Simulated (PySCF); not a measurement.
# AlGa (triplet): changing the method

Starting from one script, swap the method and compare what comes out for AlGa (triplet).

Program: PySCF 2.14.0. Level of theory: method and basis as typed in the scripts. These are calculated values, not measurements.

3 further runs of the same task are left out: 3 that didn't finish.

### Step 1. The system as given

AlGa (triplet): 2 atoms, charge 0, spin multiplicity 3.

Bond lengths: Al1–Ga2 2.280 Å.

### Step 2. The base run

The input, input.py:

```python
from pyscf import gto, scf

mol = gto.M(
    atom='Al 0 0 0; Ga 0 0 2.28',
    basis='lanl2dz',
    ecp={'Al': 'lanl2dz', 'Ga': 'lanl2dz'},
    charge=0,
    spin=2,
    verbose=4,
)
mf = scf.UHF(mol)
mf.kernel()
mf.stability(internal=True, external=True)
mf.dip_moment()
print('orbital energies (hartree):', [e[max(0, n-3):n+3].round(4) for e, n in zip(mf.mo_energy, mol.nelec)])
```

On the command line:

```bash
OMP_NUM_THREADS=1 python input.py
```

### Step 3. MP2

Variant 1 changes step after the SCF: stability → mp2.

Changes to input.py since step 2:

```diff
@@ -1,2 +1,2 @@
-from pyscf import gto, scf
+from pyscf import gto, scf, mp
 
@@ -12,3 +12,3 @@
 mf.kernel()
-mf.stability(internal=True, external=True)
+mp.MP2(mf).kernel()
 mf.dip_moment()
```

### Step 4. NEVPT2 (ROHF)

Variant 2 changes step after the SCF: stability → nevpt2; SCF type: UHF → ROHF; active space: none → 4 electrons in 5 orbitals.

The input, input.py:

```python
from pyscf import gto, scf, mcscf, mrpt

mol = gto.M(
    atom='Al 0 0 0; Ga 0 0 2.28',
    basis='lanl2dz',
    ecp={'Al': 'lanl2dz', 'Ga': 'lanl2dz'},
    charge=0,
    spin=2,
    verbose=4,
)
mf = scf.ROHF(mol)
mf.kernel()
mc = mcscf.CASSCF(mf, 5, 4)
mc.kernel()
mc.analyze()
mrpt.NEVPT(mc).kernel()
mf.dip_moment()
print('orbital energies (hartree):', mf.mo_energy[..., max(0, mol.nelec[1]-3):mol.nelec[0]+3].round(4))
```

### Step 5. Scan (UKS)

Variant 3 changes functional: none (Hartree–Fock) → scan; SCF type: UHF → UKS; step after the SCF: stability → analyze.

Changes to input.py since step 2:

```diff
@@ -1,2 +1,2 @@
-from pyscf import gto, scf
+from pyscf import gto, dft
 
@@ -10,5 +10,5 @@
 )
-mf = scf.UHF(mol)
+mf = dft.UKS(mol, xc='scan')
 mf.kernel()
-mf.stability(internal=True, external=True)
+mf.mulliken_pop()
 mf.dip_moment()
```

### Step 6. CASSCF (ROHF)

Variant 4 changes step after the SCF: stability → casscf; SCF type: UHF → ROHF; active space: none → 6 electrons in 8 orbitals.

The input, input.py:

```python
from pyscf import gto, scf, mcscf

mol = gto.M(
    atom='Al 0 0 0; Ga 0 0 2.28',
    basis='lanl2dz',
    ecp={'Al': 'lanl2dz', 'Ga': 'lanl2dz'},
    charge=0,
    spin=2,
    verbose=4,
)
mf = scf.ROHF(mol)
mf.kernel()
mc = mcscf.CASSCF(mf, 8, 6)
mc.kernel()
mc.analyze()
mf.dip_moment()
print('orbital energies (hartree):', mf.mo_energy[..., max(0, mol.nelec[1]-3):mol.nelec[0]+3].round(4))
```

### Step 7. Population analysis

Variant 5 changes step after the SCF: stability → analyze.

Changes to input.py since step 2:

```diff
@@ -12,3 +12,3 @@
 mf.kernel()
-mf.stability(internal=True, external=True)
+mf.mulliken_pop()
 mf.dip_moment()
```

What does the calculation give? Wanted: for each run, E(SCF); from base; gap, α spin; SCF dipole; after the SCF.

**Answer**, as computed:

```
                run  E(SCF) (hartree)  from base (eV)  cycles  gap, α spin (eV)  SCF dipole (D)                                                                 after the SCF
               base         -3.806779               0      13              6.14            0.25                                        unstable: internal, UHF/UKS -> GHF/GKS
                MP2         -3.806779          0.0000      13              6.14            0.25                                                     MP2 correlation -1.515 eV
      NEVPT2 (ROHF)         -3.805761         +0.0277      10               n/a            0.22  NEVPT2 correlation -1.857 eV (from the SCF energy, the CASSCF gain included)
         scan (UKS)         -3.973272  not comparable      11              1.09            0.14                                                                           n/a
      CASSCF (ROHF)         -3.805761         +0.0277      10               n/a            0.22                                                  CASSCF correlation -1.947 eV
population analysis         -3.806779          0.0000      13              6.14            0.25                                                                           n/a
```

A lower total energy from another functional means nothing by itself.
